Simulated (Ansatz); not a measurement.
# TaCuN2 (R-3m): local probes and further properties, part 2 of 2

Aim: for TaCuN2 (R-3m) in the cell below, make these runs: field gradients and densities at the nuclei; the cell as listed in the source, atoms relaxed; band edges over the zone; levels beside the band edges.

Ansatz 0.2.0; DFT LDA, scalar-relativistic, plane waves, PAW. The steps go on from the part before.

### Step 4. Band edges over the zone

File input.yaml:

```yaml
crystal:
  lattice:
    - [1.5504467605, 0.8951508545, 5.7265317176]
    - [-1.5504467605, 0.8951508545, 5.7265317176]
    - [0.0, -1.7903017091, 5.7265317176]
  atoms:
    - { symbol: Ta, position: [0.5, 0.5, 0.5] }
    - { symbol: Cu, position: [0.0, 0.0, 0.0] }
    - { symbol: "N", position: [0.1053117348, 0.1053117348, 0.1053117348] }
    - { symbol: "N", position: [0.8946882652, 0.8946882652, 0.8946882652] }
basis:
  ecutwfc: 420
  ecutrho_ratio: 4
kpoints:
  mp_grid: { grid: [12, 12, 12] }
  band_path: { path: [VBM, CBM], npoints: 2 }
hamiltonian:
  xc: lda
scf:
  occupations: { method: gaussian, width: 0.05 }
output:
  forces: true
  stress: true
  eigenvalues: true
```

Started as:

```bash
$ ansatz run input.yaml --threads 2 --pin off --max-ram 5120MiB --backend cpu --events-out ev --progress --plain --runs-dir out
```

Output, cut to the lines that bear on the results:

```text
Warning: RAYON_NUM_THREADS=2 ignored (pool sized by the plan → 2); use --threads N
[...]
Pseudopotentials: kind: paw
Pseudopotential: Ta, paw, valence charge 13, recommended cutoff 420 eV (normal), Ta.paw.azcp
Pseudopotential: Cu, paw, valence charge 19, recommended cutoff 420 eV (normal), Cu.paw.azcp
Pseudopotential: N, paw, valence charge 5, recommended cutoff 420 eV (normal), N.paw.azcp
Functional definition: SPW92
[...]
Crystal: 4 atoms, lattice volume = 47.687 Å³
Basis set: ecut = 420 eV, 937 PW (Γ), FFT grids on a1−a3, a2−a3, a3
Bands: 26, of which v1, the nominal top of the filled ones, is band 21 counted from 1 (20 counted from 0)
Symmetry: 12 space group operations
Space group: R-3m (ITA 166), of the structure as read, at distance tolerance 3.6e-5 Å
k-points: 189 of 1728
[...]
NSCF: frozen V_eff on 32 k-points
NSCF: frozen V_eff on 32 k-points
NSCF: frozen V_eff on 32 k-points
NSCF: frozen V_eff on 18 k-points
NSCF: frozen V_eff on 9 k-points
NSCF: frozen V_eff on 18 k-points
NSCF: frozen V_eff on 13 k-points
NSCF: frozen V_eff on 12 k-points
NSCF: frozen V_eff on 18 k-points
NSCF: frozen V_eff on 4 k-points
NSCF: frozen V_eff on 3 k-points
SCF converged after 6 iterations
Free energy (F): -16988.557133 eV
[...]
E sigma→0 (E₀):  -16988.557133 eV
Fermi energy:    13.491030 eV
[...]
--- Forces (eV/Å), atoms counted from 1 ---
  atom   1  Ta     0.00000000     0.00000000    -0.00000000
  atom   2  Cu     0.00000000     0.00000000     0.00000000
  atom   3  N      0.00000000     0.00000000    -0.00068340
  atom   4  N      0.00000000    -0.00000000     0.00068340
[...]
--- Stress (GPa, compression-positive) ---
        0.002068       0.000000       0.000000
        0.000000       0.002068       0.000000
        0.000000       0.000000       0.000277
  P = ⅓ Tr σ = 0.0015 GPa (0.015 kbar)
--- Band table (eV; the first three rows and the last of 189) ---
[... band rows left out ...]
[...]
```

Run time: 9.9 s. Hardware: 2 threads of Intel Xeon Platinum 8259CL at 2.50GHz (Skylake/Cascade Lake), shared host; peak memory 0.53 GiB.

Read off: volume 11.922 Å³/atom, pressure 0.00 GPa, mesh gap 0.32 eV.

### Step 5. Levels beside the edges

Changes to input.yaml since step 4:

```diff
@@ -15,3 +15,2 @@
   mp_grid: { grid: [12, 12, 12] }
-  band_path: { path: [VBM, CBM], npoints: 2 }
 hamiltonian:
@@ -24 +23,34 @@
   eigenvalues: true
+  eigenstates:
+    kpoints:
+      - [0.5, 0.5, 0.5]
+      - [0.504935225, 0.495064775, 0.5]
+      - [0.495064775, 0.504935225, 0.5]
+      - [0.502849354, 0.502849354, 0.494301293]
+      - [0.497150646, 0.497150646, 0.505698707]
+      - [0.518228117, 0.518228117, 0.518228117]
+      - [0.481771883, 0.481771883, 0.481771883]
+      - [0.505504529, 0.498525066, 0.495970405]
+      - [0.494495471, 0.501474934, 0.504029595]
+      - [0.516378956, 0.509399494, 0.512889225]
+      - [0.483621044, 0.490600506, 0.487110775]
+      - [0.514904022, 0.514904022, 0.50885963]
+      - [0.485095978, 0.485095978, 0.49114037]
+      - [0.515018437, 0.509319729, 0.507233858]
+      - [0.484981563, 0.490680271, 0.492766142]
+      - [0.0, 0.0, 0.5]
+      - [0.004935225, -0.004935225, 0.5]
+      - [-0.004935225, 0.004935225, 0.5]
+      - [0.002849354, 0.002849354, 0.494301293]
+      - [-0.002849354, -0.002849354, 0.505698707]
+      - [0.018228117, 0.018228117, 0.518228117]
+      - [-0.018228117, -0.018228117, 0.481771883]
+      - [0.005504529, -0.001474934, 0.495970405]
+      - [-0.005504529, 0.001474934, 0.504029595]
+      - [0.016378956, 0.009399494, 0.512889225]
+      - [-0.016378956, -0.009399494, 0.487110775]
+      - [0.014904022, 0.014904022, 0.50885963]
+      - [-0.014904022, -0.014904022, 0.49114037]
+      - [0.015018437, 0.009319729, 0.507233858]
+      - [-0.015018437, -0.009319729, 0.492766142]
+    e_range: [-1.81738, 1.81738]
```

Started as:

```bash
$ ansatz run input.yaml --threads 2 --pin off --max-ram 5120MiB --backend cpu --events-out ev --progress --plain --runs-dir out
```

Output, cut to the lines that bear on the results:

```text
Warning: RAYON_NUM_THREADS=2 ignored (pool sized by the plan → 2); use --threads N
[...]
[... 5 set-up lines as earlier in the session ...]
[...]
Crystal: 4 atoms, lattice volume = 47.687 Å³
Basis set: ecut = 420 eV, 937 PW (Γ), FFT grids on a1−a3, a2−a3, a3
Bands: 26, of which v1, the nominal top of the filled ones, is band 21 counted from 1 (20 counted from 0)
[... 2 set-up lines as earlier in the session ...]
k-points: 189 of 1728
[...]
SCF iter   1: F=—  HF=-16988.579120 eV  |F-HF|=—  |Δ(HF+E_count)|=         —  Δρ=1.61e-2  dr2=1.02e-1  ethr=1.77e-3  ⟨swp⟩=6.0  Hψ=20291  notcnv=0
[...]
SCF iter   6: F=-16988.557133 eV  HF=-16988.557133 eV  |F-HF|=3.36e-8  |Δ(HF+E_count)|=   1.53e-8  Δρ=1.25e-5  dr2=6.06e-8  ethr=2.38e-10  ⟨swp⟩=8.9  Hψ=22902  notcnv=0
[...]
NSCF: frozen V_eff on 30 k-points
SCF converged after 6 iterations
Free energy (F): -16988.557133 eV
[...]
E sigma→0 (E₀):  -16988.557133 eV
Fermi energy:    13.491030 eV
[...]
--- Forces (eV/Å), atoms counted from 1 ---
  atom   1  Ta     0.00000000     0.00000000    -0.00000000
  atom   2  Cu     0.00000000     0.00000000     0.00000000
  atom   3  N      0.00000000     0.00000000    -0.00068340
  atom   4  N      0.00000000    -0.00000000     0.00068340
[...]
--- Stress (GPa, compression-positive) ---
        0.002068       0.000000       0.000000
        0.000000       0.002068       0.000000
        0.000000       0.000000       0.000277
  P = ⅓ Tr σ = 0.0015 GPa (0.015 kbar)
--- Band table (eV; the first three rows and the last of 189) ---
[... band rows left out ...]
[...]
```

Wall time 6.9 s (2 threads of Intel Xeon Platinum 8259CL at 2.50GHz (Skylake/Cascade Lake), shared host); peak memory 0.52 GiB.

Result: volume 11.922 Å³/atom, pressure 0.00 GPa, gap on the mesh 0.32 eV.

### Step 6. Summary of results

The summary covers parts 1 to 2.

```
                              quantity                     value
                largest field gradient  12.04 × 10²¹ V/m² at Ta1
  largest field gradient (listed cell)  11.64 × 10²¹ V/m² at Ta1
           pressure at the listed cell                  -8.4 GPa
electron masses along seven directions           0.23 to 1.74 mₑ
    hole masses along seven directions           0.20 to 0.56 mₑ
```

In words: At the listed cell this level shows -8.4 GPa: it wants a smaller volume, 11.92 against 12.38 Å³/atom. Spin–orbit coupling is left out, though the cell holds Ta; in elements this heavy it can shift levels and gaps by tenths of an eV.
